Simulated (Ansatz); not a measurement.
# SiNHF3 (SMILES [NH][Si](F)(F)F) at UBCCD(T)/6-31G(d) (spherical functions)

What is the electronic atomisation energy of SiNHF3 at UBCCD(T)/6-31G* (spherical functions)? 

Program for the calculation: Ansatz 0.2.0.

86 further runs of the same task are left out: 2 that didn't finish, 84 set aside as unsound or not needed. Runs told in other sessions of the task aren't counted.

## Step 1: Starting point

SiNHF3: 6 atoms, total charge 0, spin state doublet. As SMILES, `[NH][Si](F)(F)F`. The coordinates come from a PBE0-D4/def2-TZVP relaxation.

Bond lengths: N1–Si2 1.723 Å, Si2–F3 1.568 Å, Si2–F4 1.573 Å, Si2–F5 1.573 Å, N1–H6 1.021 Å. Angles: N1–Si2–F3 109.4°, N1–Si2–F4 111.5°, N1–Si2–F5 111.4°, F3–Si2–F4 107.8°, F3–Si2–F5 107.8°, F4–Si2–F5 108.9°, Si2–N1–H6 114.3°.

## Step 2: A single-point energy at UBCCD(T)/6-31G(d) (spherical functions)

run.yaml

```yaml
crystal:
  periodic: [false, false, false]
  atoms:
    - {symbol: "N", position_ang: [-0.974500, 0.604600, 0.713900]}
    - {symbol: Si, position_ang: [0.193600, -0.089600, -0.346100]}
    - {symbol: F, position_ang: [-0.087100, 0.387600, -1.812600]}
    - {symbol: F, position_ang: [0.123100, -1.661400, -0.330200]}
    - {symbol: F, position_ang: [1.652300, 0.359600, 0.035600]}
    - {symbol: H, position_ang: [-0.865300, 0.335400, 1.693200]}
basis:
  gaussian: {orbitals: 6-31G_st_-spherical.json}
magnetization: {spin_polarized: true, initial_magnetization: 1}
correlation: {method: bccd_t, frozen_orbitals: {F: 1, H: 0, "N": 1, Si: 5}}
accuracy: high
scf: {omitted_lower_state_checks: [cluster_reference, increment]}
```

The basis set 6-31G* is read from a file made from the Basis Set Exchange's data (not shown).

Run with:

```
$ ansatz run run.yaml --threads 1 --pin off --max-ram 3480MiB --events-out events.jsonl --progress --plain --runs-dir runs
```

Output, shortened:

```text
Warning: RAYON_NUM_THREADS=1 ignored (pool sized by the plan → 1); use --threads N
Functional definition: HF
  name "HF"
[...]
1642 factors; integrals over basis functions are off by at most 3.9e-9 eV
[...]
mean field -17481.76189699 eV, -642.4429001504 hartree, gradient 1.5e-8 eV, S^2 0.756676; 3 other end points of the search recorded, 0 dependent functions left out
9 core orbitals not correlated: weight in the atoms' cores, before any rotation towards them, 1.000 or more for the frozen orbitals, at most 0.000 for the correlated occupied ones
reference -17481.76189699 eV, -642.4429001504 hartree; 16, 15 occupied and 51, 52 virtual orbitals, 1642 factors
second order -19.46654476 eV of doubles, -0.00000000 eV of singles
cycle   1  -19.45531432 eV  change    1.1e-2 eV  update   9.8e-2
[...]
cycle  25  -19.93706357 eV  change  -7.1e-10 eV  update   2.5e-9
perturbative correction -0.40946299 eV, -0.0150474874 hartree
Total energy: -17502.10842355 eV, -643.1906212102 hartree
Checks for a lower state left out: cluster_reference, increment
```

It took 75 s on 1 thread of Arm Neoverse V1, shared host; peak memory 0.94 GiB.

## Step 3: The F atom at the same level

run.yaml

```yaml
crystal:
  periodic: [false, false, false]
  atoms:
    - {symbol: F, position_ang: [0.000000, 0.000000, 0.000000]}
basis:
  gaussian:
    orbitals: 6-31G_st_-spherical.json
correlation:
  method: bccd_t
  frozen_orbitals: {F: 1}
magnetization:
  spin_polarized: true
  initial_magnetization: 1
accuracy: high
scf:
  omitted_lower_state_checks: [cluster_reference, increment]
```

The basis set 6-31G* is read from a file made from the Basis Set Exchange's data (not shown).

Run the same way, it converges to -99.49687 Eh (log not shown).

## Step 4: The H atom: a single-point energy at UHF/6-31G(d) (spherical functions)

molecule.yaml

```yaml
crystal:
  periodic: [false, false, false]
  atoms:
    - {symbol: H, position_ang: [0.000000, 0.000000, 0.000000]}
basis:
  gaussian: {orbitals: "6-31G*"}
magnetization: {spin_polarized: true, initial_magnetization: 1}
hamiltonian: {xc: hf}
accuracy: high
```

Run with:

```
$ ansatz run molecule.yaml --threads 1 --pin off --max-ram 3480MiB --events-out events.jsonl --progress --plain --runs-dir runs
```

Output:

```text
Warning: RAYON_NUM_THREADS=1 ignored (pool sized by the plan → 1); use --threads N
[... 2 set-up lines as earlier in the session ...]
  exchange = exact_x
  correlation = 0
3 factors; integrals over basis functions are off by at most 5.4e-10 eV
mean field evaluation 1: about -13.5385 eV, gradient 1.4e0 eV
mean field evaluation 2: about -13.5385 eV, gradient 1.4e0 eV
mean field evaluation 4: about -13.5577 eV, gradient 3.5e-5 eV
mean field evaluation 8: about -13.5576 eV, gradient 2.4e-12 eV
mean field -13.55760813 eV, -0.4982329092 hartree, gradient 4.4e-8 eV, S^2 0.750000; 0 other end points of the search recorded, 0 dependent functions left out
reference -13.55760813 eV, -0.4982329092 hartree; 1, 0 occupied and 1, 2 virtual orbitals, 3 factors
Total energy: -13.55760813 eV, -0.4982329092 hartree
```

Run time: 0.04 s. Hardware: 1 thread of Arm Neoverse V1, shared host.

## Step 5: The N atom at the same level

run.yaml

```yaml
crystal:
  periodic: [false, false, false]
  atoms:
    - {symbol: N, position_ang: [0.000000, 0.000000, 0.000000]}
basis:
  gaussian: {orbitals: 6-31G_st_-spherical.json}
magnetization: {spin_polarized: true, initial_magnetization: 3}
correlation: {method: bccd_t, frozen_orbitals: {"N": 1}}
accuracy: high
scf: {omitted_lower_state_checks: [cluster_reference, increment]}
```

The basis set 6-31G* is read from a file made from the Basis Set Exchange's data (not shown).

Run with:

```
$ ansatz run run.yaml --threads 1 --pin off --max-ram 3480MiB --events-out events.jsonl --progress --plain --runs-dir runs
```

Output, shortened:

```text
Warning: RAYON_NUM_THREADS=1 ignored (pool sized by the plan → 1); use --threads N
[... 2 set-up lines as earlier in the session ...]
[...]
96 factors; integrals over basis functions are off by at most 1.2e-9 eV
[...]
mean field -1479.89145031 eV, -54.3850076926 hartree, gradient 1.6e-8 eV, S^2 3.754594; 0 other end points of the search recorded, 0 dependent functions left out
1 core orbitals not correlated: weight in the atoms' cores, before any rotation towards them, 1.000 or more for the frozen orbitals, at most 0.000 for the correlated occupied ones
reference -1479.89145031 eV, -54.3850076926 hartree; 4, 1 occupied and 9, 12 virtual orbitals, 96 factors
second order -1.91389865 eV of doubles, -0.00000000 eV of singles
cycle   1  -2.25978937 eV  change   -3.5e-1 eV  update   2.9e-2
[...]
cycle  14  -2.35322065 eV  change  -1.3e-10 eV  update  6.6e-11
perturbative correction -0.01789767 eV, -0.0006577272 hartree
Total energy: -1482.26256863 eV, -54.4721446836 hartree
Checks for a lower state left out: cluster_reference, increment
```

Wall time 0.26 s (1 thread of Arm Neoverse V1, shared host).

## Step 6: The Si atom at the same level

job.yaml

```yaml
crystal:
  periodic: [false, false, false]
  atoms:
    - {symbol: Si, position_ang: [0.000000, 0.000000, 0.000000]}
basis:
  gaussian:
    orbitals: 6-31G_st_-spherical.json
accuracy: high
scf:
  omitted_lower_state_checks: [cluster_reference, increment]
correlation:
  method: bccd_t
  frozen_orbitals: {Si: 5}
total_charge: 0
magnetization:
  spin_polarized: true
  initial_magnetization: 2
```

The basis set 6-31G* is read from a file made from the Basis Set Exchange's data (not shown).

Run the same way, it converges to -288.88796 Eh (log not shown).

## Step 7: What came out

Level: UBCCD(T)/6-31G* (spherical functions), 9 core orbitals frozen.

```
                                             quantity          value
                               molecule: total energy  -643.19062 Eh
molecule: correlation energy (9 core orbitals frozen)     -747.7 mEh
                             molecule: (T) correction     -15.05 mEh
          molecule: ⟨S²⟩ of the reference determinant          0.757
                                 F atom: total energy   -99.49687 Eh
   F atom: correlation energy (1 core orbital frozen)     -133.5 mEh
                               F atom: (T) correction      -1.40 mEh
            F atom: ⟨S²⟩ of the reference determinant          0.753
                                 H atom: total energy    -0.49823 Eh
                                         H atom: ⟨S²⟩          0.750
                                 N atom: total energy   -54.47214 Eh
   N atom: correlation energy (1 core orbital frozen)      -87.1 mEh
                               N atom: (T) correction      -0.66 mEh
            N atom: ⟨S²⟩ of the reference determinant          3.755
                                Si atom: total energy  -288.88796 Eh
 Si atom: correlation energy (5 core orbitals frozen)      -56.9 mEh
                              Si atom: (T) correction      -0.87 mEh
           Si atom: ⟨S²⟩ of the reference determinant          2.006
                        electronic atomisation energy      22.903 eV
```

**Reading.** Taking the molecule apart into free atoms costs 22.90 eV (528 kcal/mol), before zero-point energy and without spin-orbit coupling. The triples (molecule) make up 2.0 % of the correlation energy. The triples (F atom) make up 1.0 % of the correlation energy. The triples (N atom) make up 0.8 % of the correlation energy. The triples (Si atom) make up 1.5 % of the correlation energy.
